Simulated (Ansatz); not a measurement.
# CHGeO (quartet): from Hartree-Fock to the top rungs, cc-pVTZ

Aim: climb from Hartree-Fock through coupled cluster for CHGeO (quartet) at one geometry and basis, and see what each rung misses.

Computed with Ansatz 0.2.0, Gaussian basis. Level: cc-pVTZ, core rule «outside noble gas», up to 16 orbitals frozen.

The runs, in order: UHF; CCSD(T) on ROHF; CCSD(T) on UHF; BCCD(T) on ROHF; CCSDT(Q) on ROHF; CCSDT(Q) on UHF.

4 further runs of the same task are left out: 1 for a known fault of the program, 3 set aside as unsound or not needed. Runs told in other sessions of the task aren't counted.

### Step 1. The system

The geometry is a PBE0/def2-TZVP stationary point (not a proven minimum). No spin-orbit coupling is included. The filled d shell of Ge may be among the frozen orbitals whatever the setting's name suggests.

4 atoms, charge 0, spin multiplicity 4.

Atoms are counted from 1 here; the program's logs count them from 0.

Bond lengths: C1–Ge2 1.966 Å, Ge2–O3 1.786 Å, O3–H4 0.962 Å. Angles: C1–Ge2–O3 99.3°, Ge2–O3–H4 113.3°.

### Step 2. UHF

Contents of in.yaml:

```yaml
crystal:
  periodic: [false, false, false]
  atoms:
    - {symbol: C, position_ang: [0.000000, -1.033092, 1.493061]}
    - {symbol: Ge, position_ang: [0.000000, 0.334803, 0.081537]}
    - {symbol: O, position_ang: [0.000000, -0.729085, -1.353363]}
    - {symbol: H, position_ang: [0.000000, -0.245076, -2.185226]}
basis:
  gaussian: {orbitals: cc-pVTZ}
magnetization: {spin_polarized: true, initial_magnetization: 3}
hamiltonian: {xc: hf}
output: {orbitals: {seedname: orbitals}}
```

The run is started by

```console
> ansatz run in.yaml --threads 1 --pin off --events-out ev --progress --plain --max-ram 2560MiB --backend cpu
```

The runs that follow: CCSD(T) on ROHF; CCSD(T) on UHF; BCCD(T) on ROHF; CCSDT(Q) on ROHF; CCSDT(Q) on UHF.

**Question.** What will the summary of the whole plan be? Wanted: UCCSDT(Q) from the RHF energy; RMP2 from UCCSDT(Q); UMP2 from UCCSDT(Q); RCCSD from UCCSDT(Q); RCCSD(T) from UCCSDT(Q); UCCSD(T) from UCCSDT(Q); RCCSDT(Q) from UCCSDT(Q); T1 diagnostic.

As calculated:

| quantity | value |
| --- | --- |
| UCCSDT(Q) from the ROHF energy | -12.6044 eV |
| RMP2 from UCCSDT(Q) | +1345.9 meV |
| UMP2 from UCCSDT(Q) | +1320.8 meV |
| RCCSD from UCCSDT(Q) | +604.4 meV |
| RCCSD(T) from UCCSDT(Q) | +84.8 meV |
| UCCSD(T) from UCCSDT(Q) | +81.0 meV |
| RCCSDT(Q) from UCCSDT(Q) | +8.0 meV |
| levels within 1 kcal/mol (43 meV) | RCCSDT, UCCSDT, RCCSDT(Q) |
| T1 diagnostic | 0.040 |

In words: RCCSD(T) lands +84.8 meV from the yardstick (0.7 % of the correlation energy). These misses are within one basis, not against nature; the frozen cores of restricted and unrestricted runs differ, which can shift their rows.
